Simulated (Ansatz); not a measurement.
# Si: a two-dimensional strain map

Aim: for Si, map the energy over biaxial and axial strain.

Computed with Ansatz 0.2.0 (DFT r2SCAN, scalar-relativistic, plane waves, PAW, unless a step's input says otherwise).

## 1. Starting point

It takes space group P6/mmm (No. 191, hexagonal). The conventional cell has a = 2.621 Å, b = 2.621 Å, c = 2.466 Å, α = 90.00°, β = 90.00°, γ = 120.00°. Si (site symmetry 6/mmm) has 8 Si at 2.47 to 2.62 Å as nearest neighbours.

Coordinates:

```xyz
1
Lattice="2.6205 0.0000 0.0000 -1.3103 2.2695 0.0000 0.0000 0.0000 2.4664" Properties=species:S:1:pos:R:3 pbc="T T T"
Si    0.0000    0.0000    0.0000
```

It goes back to a database entry, which need not be the stable form.

The cell is taken as given, not relaxed at this level.

## 2. The reference: the undisturbed cell on the scan's mesh

Input file input.yaml:

```yaml
crystal:
  lattice:
    - [2.6205428149, 0.0, 0.0]
    - [-1.3102714075, 2.2694566494, 0.0]
    - [0.0, 0.0, 2.46635439]
  atoms:
    - { symbol: Si, position: [0.0, 0.0, 0.0] }
basis:
  ecutwfc: 500
kpoints:
  mp_grid: { grid: [21, 21, 20] }
hamiltonian:
  xc: r2scan
scf:
  occupations: { method: gaussian, width: 0.15 }
output:
  forces: true
  stress: true
  eigenvalues: true
```

Further runs follow: point p = -0.050, q = -0.050; p = -0.050, q = 0.000; At p = -0.050, q = 0.050; p = 0.000, q = -0.050; At p = 0.000, q = 0.050; p = 0.050, q = -0.050; At p = 0.050, q = 0.000; point p = 0.050, q = 0.050; At p = -0.050, q = -0.025; At p = -0.050, q = 0.025.

Before running it: what results should come out? Wanted: highest point; lowest point away from the origin.

As calculated:

| quantity | value |
| --- | --- |
| highest point | 175.9 meV/atom at (p, q) = (-0.050, -0.050) |
| lowest point away from the origin | 25.4 meV/atom at (0.000, 0.050) |

No computed point lies below the origin. At |p| = |q| = 0.050, points where p and q have the same sign cost 126.4 meV/atom on average, those of opposite sign 85.6: stretching in the plane is cheaper with a contraction along z, the usual Poisson coupling.
